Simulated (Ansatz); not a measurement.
**C3H7FSn: one species, many methods**

An exercise on one series of results from a longer session: the logs are not shown, and one member is left open.

Program: Ansatz 0.2.0, Gaussian basis. Level of theory: functionals in def2-TZVPP, the program's frozen cores in correlated methods. These are calculated values, not measurements.

The runs, in order: PBE-D4, r2SCAN-D4, PBE0-D4, B3LYP-D4, ωB97X-V, ωB97M-V, B2PLYP; CCSD(T)/def2-TZVPP; MP2/def2-QZVPP; extrapolation to the limit.

## The geometry

All runs share one geometry, relaxed beforehand with PBE0-D4 in a triple-zeta def2 set. Sn takes the def2 core potential; no spin-orbit term is included.

12 atoms, charge 0, spin multiplicity 1.

Atoms are counted from 1 here; the program's logs count them from 0.

Bond lengths: C1–Sn2 2.195 Å, C1–H6 1.095 Å, C1–H7 1.091 Å, C1–H8 1.090 Å, Sn2–C3 2.617 Å, Sn2–H9 1.779 Å, C3–C4 1.342 Å, C3–H10 1.081 Å, C3–H11 1.083 Å, C4–F5 1.323 Å, C4–H12 1.083 Å. Angles: Sn2–C1–H6 107.0°, Sn2–C1–H7 110.7°, Sn2–C1–H8 113.3°, H6–C1–H7 108.0°, H6–C1–H8 108.2°, H7–C1–H8 109.5°, C1–Sn2–C3 97.6°, C1–Sn2–H9 95.1°, C3–Sn2–H9 90.7°, Sn2–C3–C4 88.0°, Sn2–C3–H10 93.2°, Sn2–C3–H11 100.7°, C4–C3–H10 118.8°, C4–C3–H11 120.9°, H10–C3–H11 118.8°, C3–C4–F5 121.6°, C3–C4–H12 125.5°, F5–C4–H12 112.9°.

The first run:

in.yaml

```yaml
crystal:
  periodic: [false, false, false]
  atoms:
    - {symbol: C, position_ang: [-1.588765, -0.711187, 0.856033]}
    - {symbol: Sn, position_ang: [0.558317, -1.120412, 1.052906]}
    - {symbol: C, position_ang: [1.323800, -0.061585, -1.214631]}
    - {symbol: C, position_ang: [0.767597, 1.091359, -0.810936]}
    - {symbol: F, position_ang: [-0.451900, 1.441573, -1.186932]}
    - {symbol: H, position_ang: [-2.050532, -0.960212, 1.816759]}
    - {symbol: H, position_ang: [-2.034799, -1.350647, 0.092579]}
    - {symbol: H, position_ang: [-1.810825, 0.332032, 0.632702]}
    - {symbol: H, position_ang: [0.930905, 0.392647, 1.910508]}
    - {symbol: H, position_ang: [2.371401, -0.234654, -1.010947]}
    - {symbol: H, position_ang: [0.815875, -0.708024, -1.919457]}
    - {symbol: H, position_ang: [1.245929, 1.834008, -0.184386]}
basis:
  gaussian: {orbitals: def2-TZVPP}
hamiltonian: {xc: pbe, dispersion: d4}
output: {forces: true, orbitals: {seedname: orbitals}}
```

Run with:

```console
> ansatz run in.yaml --threads 4 --pin off --events-out ev --progress --plain --max-ram 10444MiB
```

Steps of the session up to this table: PBE-D4 (GGA); r2SCAN-D4 (meta-GGA); PBE0-D4 (hybrid); B3LYP-D4 (hybrid); ωB97X-V (range-separated); ωB97M-V (range-separated); B2PLYP (double hybrid); CCSD(T) in def2-TZVPP; MP2 in def2-QZVPP.

One table of the session follows, with a row left open; its other results are not shown here.

| method | atomisation energy (kJ/mol) |
| --- | --- |
| PBE-D4 | 4344.8 |
| r2SCAN-D4 | 4258.0 |
| PBE0-D4 | 4254.7 |
| B3LYP-D4 | 4252.3 |
| ωB97X-V | 4242.5 |
| ωB97M-V | ? |
| B2PLYP | 4195.7 |
| HF/def2-TZVPP | 3059.3 |
| MP2/def2-TZVPP | 4185.2 |
| CCSD/def2-TZVPP | 4075.6 |
| CCSD(T)/def2-TZVPP | 4144.3 |
| MP2/CBS | 4293.2 |
| CCSD(T)/CBS | 4252.3 |

**Question.** Estimate the row for ωB97M-V.

As computed: atomisation energy (kJ/mol): 4245.9. In the column «atomisation energy (kJ/mol)» it lies between ωB97X-V (4242.5) and B3LYP-D4 (4252.3).

Limits of these values: Free atoms (3 C, 1 Sn, 1 F, 7 H) were run apart at each level; the atomisation energy is their sum less the molecule, without zero-point or spin-orbit terms.
